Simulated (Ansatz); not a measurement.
# CH5SbSi: the cost of one run

Computed with Ansatz 0.2.0, Gaussian basis. Level: the settings change from run to run.

### Step 1. The relaxed structure

An earlier PBE0-D4 in a triple-zeta def2 set relaxation fixed the geometry. Sb takes a core potential in def2 sets; no spin-orbit term is included.

SMILES `[CH2]1[SiH2][SbH]1`, 8 atoms, charge 0, spin multiplicity 1.

Atoms are counted from 1 here; the program's logs count them from 0.

Bond lengths: C1–Si2 1.842 Å, C1–Sb3 2.251 Å, C1–H4 1.086 Å, C1–H5 1.085 Å, Si2–Sb3 2.514 Å, Si2–H6 1.479 Å, Si2–H7 1.481 Å, Sb3–H8 1.712 Å. Angles: Si2–C1–Sb3 75.0°, Si2–C1–H4 118.4°, Si2–C1–H5 120.6°, Sb3–C1–H4 110.5°, Sb3–C1–H5 113.0°, H4–C1–H5 112.8°, C1–Si2–Sb3 59.9°, C1–Si2–H6 117.7°, C1–Si2–H7 116.7°, Sb3–Si2–H6 119.9°, Sb3–Si2–H7 118.9°, H6–Si2–H7 113.5°, C1–Sb3–Si2 45.1°, C1–Sb3–H8 90.8°, Si2–Sb3–H8 88.5°.

Geometry (Å):

```mol
CH5SbSi
  3D, bonds by distance, orders not assigned

  8  8  0  0  0  0  0  0  0  0999 V2000
   -0.6549   -0.1036   -0.7151 C   0  0
    0.6837    0.7663    0.2039 Si  0  0
    0.6160   -1.7460    0.1531 Sb  0  0
   -0.6105   -0.1210   -1.8002 H   0  0
   -1.6712   -0.1092   -0.3359 H   0  0
    0.3129    1.4898    1.4400 H   0  0
    1.6989    1.4723   -0.6111 H   0  0
   -0.2828   -1.7058    1.6096 H   0  0
  1  2  8  0
  2  3  8  0
  1  4  8  0
  1  5  8  0
  2  6  8  0
  2  7  8  0
  3  8  8  0
  1  3  8  0
M  END
```

### Step 2. B2PLYP/def2-SVPD

This run has atoms shaken by 0.03 Å, the search for lower states set to off.

File in.yaml:

```yaml
crystal:
  periodic: [false, false, false]
  atoms:
    - {symbol: C, position_ang: [-0.670689, -0.166129, -0.699389]}
    - {symbol: Si, position_ang: [0.695409, 0.803223, 0.263810]}
    - {symbol: Sb, position_ang: [0.575781, -1.755862, 0.117230]}
    - {symbol: H, position_ang: [-0.637200, -0.075906, -1.816228]}
    - {symbol: H, position_ang: [-1.642828, -0.116906, -0.303414]}
    - {symbol: H, position_ang: [0.320126, 1.454352, 1.455900]}
    - {symbol: H, position_ang: [1.715299, 1.427217, -0.637413]}
    - {symbol: H, position_ang: [-0.307960, -1.688755, 1.619746]}
basis:
  gaussian: {orbitals: def2-SVPD}
hamiltonian: {xc: {name: B2PLYP}}
scf: {lower_state_search: off}
output: {forces: true}
```

Command:

```bash
> ansatz run in.yaml --threads 2 --pin off --events-out ev --progress --plain --max-ram 4352MiB
```

What time and memory should one allow on 2 threads of Intel Xeon 6975P-C, shared host?

About 7 s, with a peak of 0.34 GiB.
